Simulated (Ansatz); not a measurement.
**Ti3Se: single point with PBEsol**

Ti3Se:

```
Se Ti
1.0
     3.19745    0.00000    0.00000
    -1.59872    2.76907    0.00000
     0.00000    0.00000    7.94275
Se Ti
1 3
Direct
  0.99885 0.00647 0.00364
  0.64870 0.33556 0.49647
  0.33987 0.68278 0.77849
  0.33023 0.67526 0.22373
```

The cell comes from a database or a generator and needn't be the stable form of this composition.

The cell isn't the ideal one: atoms moved at random, drawn with an rms of 0.05 Å.

```
Program             : Ansatz 0.2.0
Task                : single point
Functional          : PBEsol
Potentials or basis : Ansatz PAW
Cutoff              : 420 eV (not typed: the program's choice for these potentials)
k mesh              : 10 × 10 × 4
Occupations         : fermi-dirac, width 0.05 eV
Spin                : no spin polarisation
```

| Quantity | Value |
| --- | --- |
| Pressure | -3.8 GPa |
| Largest force | 0.366 eV/Å |
| Band gap on the k mesh | none (metal or under the smearing width) |

Forces in eV/Å, atoms in the order of the input:
```
Se   0.000  0.119 -0.247
Ti   0.098  0.060  0.300
Ti  -0.104 -0.147 -0.318
Ti   0.007 -0.032  0.265
```

Stress tensor (GPa, compression positive):
```
-3.92 -0.44  0.22
-0.44 -3.76  0.19
 0.22  0.19 -3.86
```

Levels at points of the mesh, in eV from the Fermi level:
| k point | band 22 | band 23 | band 24 | band 25 | band 26 | band 27 | band 28 | band 29 | band 30 | band 31 |
| --- | --- | --- | --- | --- | --- | --- | --- | --- | --- | --- |
| (0.00, 0.00, 0.00) | -1.52 | -1.49 | -0.06 | 0.17 | 0.18 | 0.32 | 0.32 | 0.79 | 1.01 | 1.35 |
| (0.00, 0.00, -0.50) | -1.58 | -1.55 | -0.51 | 0.41 | 0.42 | 0.44 | 0.56 | 0.61 | 0.94 | 0.98 |
| (0.00, -0.50, 0.00) | -2.08 | -1.76 | -1.55 | -0.62 | -0.45 | 0.25 | 0.65 | 0.78 | 2.32 | 2.44 |
| (0.00, -0.50, -0.50) | -2.03 | -1.55 | -1.46 | -0.91 | -0.85 | 0.50 | 0.91 | 0.98 | 1.15 | 2.50 |
| (-0.50, 0.00, 0.00) | -2.07 | -1.78 | -1.57 | -0.67 | -0.51 | 0.21 | 0.78 | 0.86 | 2.35 | 2.45 |
| (-0.50, 0.00, -0.50) | -2.02 | -1.57 | -1.51 | -0.94 | -0.89 | 0.63 | 0.87 | 1.01 | 1.22 | 2.52 |
| (-0.50, -0.50, 0.00) | -2.08 | -1.77 | -1.55 | -0.62 | -0.45 | 0.25 | 0.66 | 0.77 | 2.33 | 2.45 |
| (-0.50, -0.50, -0.50) | -2.03 | -1.55 | -1.48 | -0.91 | -0.85 | 0.51 | 0.91 | 0.99 | 1.16 | 2.50 |

It took 16 s on 2 threads of Intel(R) Xeon(R) Platinum 8488C (Sapphire Rapids) (shared host), peak memory 0.67 GiB.

Caveat: the PAW data sets come from PBE, with cores solved anew for the run's functional, which leaves a small shift of forces and pressure.
